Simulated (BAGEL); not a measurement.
# B3LYP/6-31G(d) (density fitting with qzvpp-jkfit, spherical functions) run of NaBr (SMILES [Na][Br])

Aim: the energy change on altering one bond length of NaBr at B3LYP/6-31G* (density fitting with qzvpp-jkfit, spherical functions), from 2 runs. 

The calculation is run with BAGEL 1.2.2.

1 further run of the same task is left out (set aside as unsound or not needed).

## (1) The molecule

NaBr has 2 atoms, charge 0, and is taken as a singlet. SMILES: `[Na][Br]`. Geometry: relaxed at PBE0-D4/def2-TZVP.

Bond lengths: Na1–Br2 2.507 Å.

## (2) A single-point energy at B3LYP/6-31G(d) (density fitting with qzvpp-jkfit, spherical functions)

Input file job.json:

```json
{ "bagel": [

{
  "title": "molecule",
  "basis": "6-31gs.json",
  "df_basis": "qzvpp-jkfit",
  "angstrom": true,
  "geometry": [
    { "atom": "Na", "xyz": [    1.067110,   -0.379380,    0.537360 ] },
    { "atom": "Br", "xyz": [   -1.067110,    0.379380,   -0.537360 ] }
  ]
},
{ "title": "ks", "xc_func": "b3lyp" },
{ "title": "print", "file": "orbitals.molden", "orbitals": true }

]}
```

The basis set 6-31G* is read from a file made from the Basis Set Exchange's data (not shown).

Command:

```bash
$ BAGEL_NUM_THREADS=1 BAGEL job.json > job.out
```

Standard output:

```text
* using 1 threads per process

  ===============================================================
  ===============================================================

  *** Geometry ***

  { "atom" : "Na", "xyz" : [      2.016546,     -0.716924,      1.015463 ] },
  { "atom" : "Br", "xyz" : [     -2.016546,      0.716924,     -1.015463 ] },

  Number of auxiliary basis functions:      378

  Since a DF basis is specified, we compute 2- and 3-index integrals:
    o Being stored without compression. Storage requirement is 0.008 GB

  Number of basis functions:       50
  Number of electrons      :       46

    * METHOD: MOLECULE                             0.13

  *** Kohn-Sham DFT ***

    * Removing 1931 points whose weight is below 1.00e-10
    * Grid points: 27881

  === Nuclear Repulsion ===
    81.2619592605

       - DIIS with orbital gradients will be used.

  === KS iteration (b3lyp / 6-31gs.json) ===
      0      -2608.28113549          0.16832366           0.10
      1      -2359.97726773          0.23903579           0.08
      2      -2610.69978839          0.20446745           0.07
      3      -2731.30995661          0.20463972           0.07
      4      -2734.29669387          0.11950844           0.08
      5      -2736.14399631          0.03714999           0.08
      6      -2736.24144370          0.00274860           0.08
      7      -2736.24392194          0.00076321           0.07
      8      -2736.24403662          0.00017896           0.08
      9      -2736.24404678          0.00001883           0.08
     10      -2736.24404694          0.00000110           0.09
     11      -2736.24404694          0.00000011           0.08
     12      -2736.24404694          0.00000002           0.08
     13      -2736.24404694          0.00000001           0.08
    * SCF iteration converged.

    * Permanent dipole moment:
           (   -2.931866,     1.042340,    -1.476387) a.u.

    * METHOD: KS                                   1.18

    * METHOD: PRINT                                0.01

  ===============================================================
```

Run time: 1.6 s. Hardware: 1 thread of Arm Neoverse V2, shared host; peak memory 0.14 GiB.

## (3) The distorted shape at the same level

Input file job.json:

```json
{ "bagel" : [

{
  "title" : "molecule",
  "basis" : "6-31gs.json",
  "df_basis" : "qzvpp-jkfit",
  "angstrom" : true,
  "geometry" : [
    { "atom" : "Na", "xyz" : [    1.387256,   -0.493199,    0.698575 ] },
    { "atom" : "Br", "xyz" : [   -1.067110,    0.379380,   -0.537360 ] }
  ]
},
{ "title" : "ks", "xc_func" : "b3lyp" },
{ "title" : "print", "file" : "orbitals.molden", "orbitals" : true }

]}
```

The basis set 6-31G* is read from a file made from the Basis Set Exchange's data (not shown).

Command:

```bash
$ BAGEL_NUM_THREADS=1 BAGEL job.json > job.out
```

Standard output:

```text
* using 1 threads per process

  ===============================================================
  ===============================================================

  *** Geometry ***

  { "atom" : "Na", "xyz" : [      2.621534,     -0.932011,      1.320115 ] },
  { "atom" : "Br", "xyz" : [     -2.016546,      0.716924,     -1.015463 ] },

  Number of auxiliary basis functions:      378

  Since a DF basis is specified, we compute 2- and 3-index integrals:
    o Being stored without compression. Storage requirement is 0.008 GB

  Number of basis functions:       50
  Number of electrons      :       46

    * METHOD: MOLECULE                             0.13

  *** Kohn-Sham DFT ***

    * Removing 1747 points whose weight is below 1.00e-10
    * Grid points: 28065

  === Nuclear Repulsion ===
    70.6621914213

       - DIIS with orbital gradients will be used.

  === KS iteration (b3lyp / 6-31gs.json) ===
      0      -2606.14991297          0.16573844           0.08
      1      -2352.20451190          0.23464243           0.08
      2      -2608.74406764          0.20120232           0.08
      3      -2731.29314010          0.20409492           0.08
      4      -2734.28309526          0.11842982           0.08
      5      -2736.16425924          0.03193296           0.08
      6      -2736.23115455          0.00352719           0.08
      7      -2736.23456088          0.00110068           0.08
      8      -2736.23480440          0.00026950           0.08
      9      -2736.23483433          0.00002502           0.09
     10      -2736.23483460          0.00000111           0.09
     11      -2736.23483460          0.00000016           0.08
     12      -2736.23483460          0.00000001           0.08
    * SCF iteration converged.

    * Permanent dipole moment:
           (   -3.417592,     1.215027,    -1.720983) a.u.

    * METHOD: KS                                   1.10

    * METHOD: PRINT                                0.01

  ===============================================================
```

Wall time 1.5 s (1 thread of Arm Neoverse V2, shared host); peak memory 0.14 GiB.

## (4) Summary of results

Level: B3LYP/6-31G* (density fitting with qzvpp-jkfit, spherical functions).

| quantity | value |
| --- | --- |
| first shape: total energy | -2736.24405 Eh |
| first shape: dipole moment | 8.75 D |
| first shape: HOMO energy | -5.93 eV |
| first shape: LUMO energy | -2.11 eV |
| first shape: HOMO–LUMO gap | 3.82 eV |
| distorted shape: total energy | -2736.23483 Eh |
| distorted shape: dipole moment | 10.20 D |
| distorted shape: HOMO energy | -5.54 eV |
| distorted shape: LUMO energy | -2.44 eV |
| distorted shape: HOMO–LUMO gap | 3.10 eV |
| energy change with the Na1–Br2 bond stretched from 2.507 to 2.883 Å | 0.251 eV |

In words: With the Na1–Br2 bond stretched from 2.507 to 2.883 Å the energy rises by 0.25 eV (24.2 kJ/mol). The first shape isn't relaxed at this level, so the change isn't measured from a minimum.
